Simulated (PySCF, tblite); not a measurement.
# C₂H₅BrF₂Ge: geometry, infrared bands, NMR shifts and spin-spin couplings

Aim: predict the infrared bands, NMR shifts and spin-spin couplings of C₂H₅BrF₂Ge (`[F][GeH2][C@@H](F)CBr`).

The runs use tblite 0.8.0 and PySCF 2.14.0, with density-fitted response routines of our own; the level of theory stands in each step. All values are computed, except where a source is named. Atoms count from 0, in the outputs and in this text.

### Step 1. Starting geometry

11 atoms, charge 0, multiplicity 1; geometry from: force field or distance geometry start.

Bonds of the start (Å): F0–Ge1 1.77, Ge1–C2 1.92, C2–F3 1.36, C2–C4 1.52, C4–Br5 1.95, Ge1–H6 1.54, Ge1–H7 1.57, C2–H8 1.11, C4–H9 1.10, C4–H10 1.11.

### Step 2. Relaxing the molecule with GFN2-xTB

The job: settings as JSON, then the geometry in Å.

```
{"job": {"kind": "relax", "xc": "GFN2-xTB", "basis": "xTB"}, "charge": 0, "multiplicity": 1}
F      2.105100     1.702000    -0.018200
Ge     1.448900     0.072900    -0.243200
C     -0.203400    -0.140200     0.709800
F     -0.209000     0.648000     1.816900
C     -1.429200     0.111800    -0.155400
Br    -1.415800    -1.153800    -1.633700
H      1.333100    -0.187600    -1.752800
H      2.496300    -0.934800     0.353500
H     -0.291200    -1.206400     1.021300
H     -2.363100    -0.068200     0.405200
H     -1.466300     1.159000    -0.529400
```

Started as:

```console
OMP_NUM_THREADS=1 python probes_run.py task.json out
```

This one command runs all jobs of the session in turn.

**Question.** This job is followed by: GFN2-xTB harmonic vibrations, gas phase; GIAO PBE0/pcSseg-1 NMR shielding, non-relativistic, gas phase; B3LYP/pcJ-1 Br:pcSseg-1 Ge:pcSseg-1 indirect spin-spin coupling, non-relativistic, gas phase. Predict these results of the whole session: strongest single infrared mode (GFN2-xTB); zero-point energy (GFN2-xTB); 13C shifts against TMS (PBE0/pcSseg-1); 1H shifts against TMS (PBE0/pcSseg-1); 19F shifts against CFCl3 (PBE0/pcSseg-1); 73Ge shifts against GeMe4 (PBE0/pcSseg-1); 79Br shifts against HBr (PBE0/pcSseg-1); largest coupling of the table (B3LYP/pcSseg-1+pcJ-1).

**Answer**, as computed:

| quantity | value |
| --- | --- |
| strongest single infrared mode (GFN2-xTB) | 2018 cm⁻¹, 513 km/mol |
| zero-point energy (GFN2-xTB) | 39.2 kcal/mol |
| 13C shifts against TMS (PBE0/pcSseg-1) | 96.0, 40.0 ppm |
| 1H shifts against TMS (PBE0/pcSseg-1) | 6.15, 5.53, 5.15, 4.25, 3.94 ppm |
| 19F shifts against CFCl3 (PBE0/pcSseg-1) | -217.9, -279.2 ppm |
| 73Ge shifts against GeMe4 (PBE0/pcSseg-1) | 23 ppm |
| 79Br shifts against HBr (PBE0/pcSseg-1) | 217 ppm |
| largest coupling of the table (B3LYP/pcSseg-1+pcJ-1) | 1J(C,F) C2–F3, -251.7 Hz |

Over 86 steps the energy fell by 0.383 eV; of the close pairs, Ge1–C2 changed most, 1.919 to 2.017 Å. No mode is imaginary among the 27: a minimum at this level. The strongest single mode, at 2018 cm⁻¹, moves mainly H7 and H6. GFN2-xTB is a fitted tight-binding method: band positions and strengths are rough. Its intensities can rank the bands wrongly. C4 stands next to heavy halogen, whose spin-orbit shielding this run leaves out, so the computed shift lies too far downfield, most of all for carbon beside Br or I. C2 (sp3 CH bonded to F and Ge) lies farthest downfield among carbon, at 96.0 ppm; deshielded by the electronegative neighbour. At PBE0/pcSseg-1: The largest span, 904 ppm, is at Br5, where the paramagnetic term is -718 ppm. In the run at B3LYP/pcSseg-1+pcJ-1, the largest coupling of the table is C2–F3, -251.7 Hz, of which the Fermi-contact term gives -304.7 Hz. Couplings across rotatable bonds belong to this one conformer; where others are populated, the observed values are averages. Density functionals describe couplings to fluorine poorly, F–F couplings above all, so those rows are rough. Spin-orbit coupling is left out, which matters for shieldings and couplings at and beside the heavy atoms.
